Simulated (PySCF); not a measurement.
# SnTe (SMILES [Sn][Te]) at 6 levels

Wanted: a comparison of 6 runs (PBE/STO-6G, r2SCAN/STO-6G, MP2/STO-6G, BCCD(T)/STO-6G, CCSDT(Q)/STO-6G, FCI/STO-6G) of SnTe. The job is set up through a Python script.

Program for the calculation: PySCF 2.14.0.

2 further runs of the same task are left out: 2 set aside as unsound or not needed.

### Step 1. Starting point

SnTe has 2 atoms, charge 0, and is taken as a singlet. As SMILES, `[Sn][Te]`. Geometry: a GFN2-xTB relaxation, a rough one for these elements and not checked as a minimum.

Bond lengths: Sn1–Te2 2.537 Å.

### Step 2. A single-point energy at PBE/STO-6G (run 1)

Contents of geometry.xyz:

```xyz
2

Sn     0.000000     0.000000     0.000000
Te     0.000000     0.000000     2.536770
```

Contents of run.py:

```python
# SnTe
from pyscf import gto, dft

mol = gto.M(
    atom='geometry.xyz',
    verbose=3,
    charge=0,
    basis='sto-6g',
    max_memory=1860,
)

myscf = dft.RKS(mol, xc='pbe')
myscf.grids.level = 5
myscf.conv_tol = 1e-10
myscf.kernel()
if not myscf.converged:
    myscf = myscf.newton().run(myscf.mo_coeff, myscf.mo_occ)

e_tot = myscf.e_tot
print('Final energy', e_tot)
```

Run with:

```bash
$ OMP_NUM_THREADS=1 python run.py
```

The program printed:

```text
converged SCF energy = -12578.3191253314
Final energy -12578.319125331405
```

It took 11 s on 1 thread of Arm Neoverse V1, shared host; peak memory 0.31 GiB.

### Step 3. The energy at r2SCAN/STO-6G (run 2)

Contents of calc.py:

```python
from pyscf import gto, dft

molecule = gto.Mole()
molecule.atom = [
    ('Sn', (0.000000, 0.000000, 0.000000)),
    ('Te', (0.000000, 0.000000, 2.536770)),
]
molecule.charge = 0
molecule.basis = 'sto-6g'
molecule.verbose = 3
molecule.max_memory = 1860
molecule.build()

mf = dft.RKS(molecule)
mf.xc = 'r2scan'
mf.conv_tol = 1e-10
mf.grids.level = 5
mf.kernel()
if not mf.converged:
    mf = mf.newton().run(mf.mo_coeff, mf.mo_occ)

etot = mf.e_tot
print('E(%s) = %.9f' % ('R2SCAN', etot))
```

Run with:

```bash
$ OMP_NUM_THREADS=1 python calc.py
```

The program printed:

```text
converged SCF energy = -12579.8655489174
E(R2SCAN) = -12579.865548917
```

Wall time 13 s (1 thread of Arm Neoverse V1, shared host); peak memory 0.31 GiB.

Runs 3 to 5 aren't shown in full; the table further down has their settings and results.

### Step 4. The energy at FCI/STO-6G (run 6)

Contents of job.py:

```python
from pyscf import gto, mcscf
from pyscf import fci

system = gto.Mole()
system.atom = '''
Sn     0.000000     0.000000     0.000000
Te     0.000000     0.000000     4.793801
'''
system.spin = 0
system.unit = 'bohr'
system.charge = 0
system.max_memory = 1860
system.basis = 'sto-6g'
system.verbose = 3
system.build()

mf = system.RHF()
mf.conv_tol = 1e-10
mf.kernel()
if not mf.converged:
    mf = mf.newton().run(mf.mo_coeff, mf.mo_occ)

cas = mcscf.CASCI(mf, mf.mo_coeff.shape[-1] - 36, (system.nelec[0] - 36, system.nelec[1] - 36))  # full CI above the frozen core
cas.fcisolver = fci.direct_spin0.FCI(system)  # even spin states alone
cas.kernel()
print('<S^2> = %.4f' % cas.fcisolver.spin_square(cas.ci, cas.ncas, cas.nelecas)[0])
etot = cas.e_tot
print('Final energy', etot)
```

Run with:

```bash
$ OMP_NUM_THREADS=1 python job.py
```

The program printed:

```text
converged SCF energy = -12575.0757339661
CASCI E = -12575.1504909474  E(CI) = -211.283608036898  S^2 = 0.0000000
<S^2> = 0.0000
Final energy -12575.150490947386
```

It took 42 s on 1 thread of Arm Neoverse V1, shared host; peak memory 0.28 GiB.

### Step 5. Overview of the runs

```csv
run,level,integration grid,frozen core orbitals,energy (Eh),dipole moment (D) of the reference,HOMO energy (eV),LUMO energy (eV),wall time
1,PBE/STO-6G,5,–,-12578.319125,2.74,-3.07,-0.36,11 s
2,r2SCAN/STO-6G,5,–,-12579.865549,2.89,-3.24,-0.27,13 s
3,MP2/STO-6G,–,36,-12575.134318,4.33,-5.62,3.60,6.3 s
4,BCCD(T)/STO-6G,–,36,-12575.149332,–,–,–,6.9 s
5,CCSDT(Q)/STO-6G,–,36,-12575.150652,4.33,-5.62,3.60,18 s
6,FCI/STO-6G,–,36,-12575.150491,4.33,-5.62,3.60,42 s
```

### Step 6. Results

| quantity | value |
| --- | --- |
| run 6: total energy | -12575.15049 Eh |
| run 6: dipole moment (Hartree–Fock density) | 4.33 D |
| run 6: HOMO energy (Hartree–Fock orbitals) | -5.62 eV |
| run 6: LUMO energy (Hartree–Fock orbitals) | 3.60 eV |
| run 6: HOMO–LUMO gap (Hartree–Fock orbitals) | 9.22 eV |
| run 6: correlation energy (36 core orbitals frozen) | -74.8 mEh |

In words: Against full CI in this basis: MP2 +16.2 mEh; BCCD(T) +1.2 mEh; CCSDT(Q) -0.2 mEh. Totals of different functionals can't be ranked against each other. In runs 1, 2, 3, 4, 5, 6 the basis is minimal, so the values are rough. In runs 1, 2, 3, 4, 5, 6 relativity is left out where basis or elements ask for it. All runs together took 97 s, the longest 42 s.
